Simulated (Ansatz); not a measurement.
**C2H2BNa (SMILES BC#[C][Na]): functionals against CCSD(T) at one geometry**

Aim: energy, forces and dipole at a structure displaced at random from a GFN2-xTB minimum, from CCSD(T) and from density functionals.

The runs use Ansatz 0.2.0, Gaussian basis; single points in def2-TZVPP.

Cores are frozen in the correlated methods. The outer core shell of Li, Na, Mg and K is correlated.

### Step 1. Where the work starts

6 atoms, charge 0, spin multiplicity 1.

Atoms are counted from 1 here; the program's logs count them from 0.

Bond lengths: B1–C2 1.490 Å, B1–H5 1.204 Å, B1–H6 1.141 Å, C2–C3 1.209 Å, C3–Na4 2.138 Å. Angles: C2–B1–H5 122.9°, C2–B1–H6 120.1°, H5–B1–H6 117.0°, B1–C2–C3 176.7°, C2–C3–Na4 177.0°.

As a file:

| atom | x (Å) | y (Å) | z (Å) |
| --- | --- | --- | --- |
| B1 | 0.1068 | 1.2828 | 0.1584 |
| C2 | 0.0143 | -0.1881 | -0.0606 |
| C3 | -0.0755 | -1.3891 | -0.1704 |
| Na4 | -0.2606 | -3.4976 | -0.4719 |
| H5 | 0.0898 | 2.0803 | -0.7435 |
| H6 | 0.1969 | 1.6991 | 1.2173 |

### Step 2. CCSD(T)/def2-TZVPP

run/in.yaml reads:

```yaml
crystal:
  periodic: [false, false, false]
  atoms:
    - {symbol: B, position_ang: [0.106800, 1.282800, 0.158400]}
    - {symbol: C, position_ang: [0.014300, -0.188100, -0.060600]}
    - {symbol: C, position_ang: [-0.075500, -1.389100, -0.170400]}
    - {symbol: Na, position_ang: [-0.260600, -3.497600, -0.471900]}
    - {symbol: H, position_ang: [0.089800, 2.080300, -0.743500]}
    - {symbol: H, position_ang: [0.196900, 1.699100, 1.217300]}
basis:
  gaussian: {orbitals: def2-TZVPP}
correlation: {method: ccsd_t}
output: {forces: true}
```

No record of the launch command was kept for these runs.

### Step 3. PBE0-D4/def2-TZVPP

run/in.yaml, as its differences from that of step 2:

```diff
@@ -11,3 +11,3 @@
   gaussian: {orbitals: def2-TZVPP}
-correlation: {method: ccsd_t}
-output: {forces: true}
+hamiltonian: {xc: pbe0, dispersion: d4}
+output: {forces: true, orbitals: {seedname: orbitals}}
```

### Step 4. wB97M-V/def2-TZVPP

run/in.yaml, as its differences from that of step 3:

```diff
@@ -11,3 +11,3 @@
   gaussian: {orbitals: def2-TZVPP}
-hamiltonian: {xc: pbe0, dispersion: d4}
-output: {forces: true, orbitals: {seedname: orbitals}}
+hamiltonian: {xc: {name: wB97M-V}}
+output: {forces: true}
```

### Step 5. r2SCAN-D4/def2-TZVPP

run/in.yaml, as its differences from that of step 4:

```diff
@@ -11,3 +11,3 @@
   gaussian: {orbitals: def2-TZVPP}
-hamiltonian: {xc: {name: wB97M-V}}
+hamiltonian: {xc: r2scan, dispersion: d4}
 output: {forces: true}
```

### Step 6. PBE-D4/def2-TZVPP

run/in.yaml, as its differences from that of step 5:

```diff
@@ -11,3 +11,3 @@
   gaussian: {orbitals: def2-TZVPP}
-hamiltonian: {xc: r2scan, dispersion: d4}
+hamiltonian: {xc: pbe, dispersion: d4}
 output: {forces: true}
```

### Step 7. r2SCAN0-D4/def2-TZVPP

run/in.yaml, as its differences from that of step 6:

```diff
@@ -11,3 +11,3 @@
   gaussian: {orbitals: def2-TZVPP}
-hamiltonian: {xc: pbe, dispersion: d4}
+hamiltonian: {xc: {name: r2SCAN0}, dispersion: d4}
 output: {forces: true}
```

### Step 8. wB97X-V/def2-TZVPP

run/in.yaml, as its differences from that of step 7:

```diff
@@ -11,3 +11,3 @@
   gaussian: {orbitals: def2-TZVPP}
-hamiltonian: {xc: {name: r2SCAN0}, dispersion: d4}
+hamiltonian: {xc: {name: wB97X-V}}
 output: {forces: true}
```

(Steps that only read results are left out.)

**Question.** What will these runs give? Wanted: energy less free atoms, CCSD(T)/def2-TZVPP; RMS force component; RMS force error; HOMO and LUMO, PBE0-D4; T1 diagnostic.

As calculated:

| quantity | value |
| --- | --- |
| energy less free atoms, CCSD(T)/def2-TZVPP | -22.698 eV |
| RMS force component | 0.770 to 1.197 eV/Å over the methods |
| RMS force error | PBE0-D4 0.300, wB97M-V 0.437, r2SCAN-D4 0.215, PBE-D4 0.151, r2SCAN0-D4 0.421, wB97X-V 0.422 eV/Å |
| HOMO and LUMO, PBE0-D4 | -5.97 and -1.50 eV |
| T1 diagnostic | 0.014 |

**Reading.** Against CCSD(T) the functionals' energies less atoms differ by -1.362 to -0.406 eV, PBE-D4 by -1.362 eV. The reference is not at the basis limit: in triple zeta CCSD(T) underbinds, which counts against methods that bind more; the gaps are no ranking. For forces PBE-D4 does best and wB97M-V worst. Frozen-core CCSD(T) forces in triple zeta carry basis errors of their own, and this is one geometry, so small gaps rank nothing.
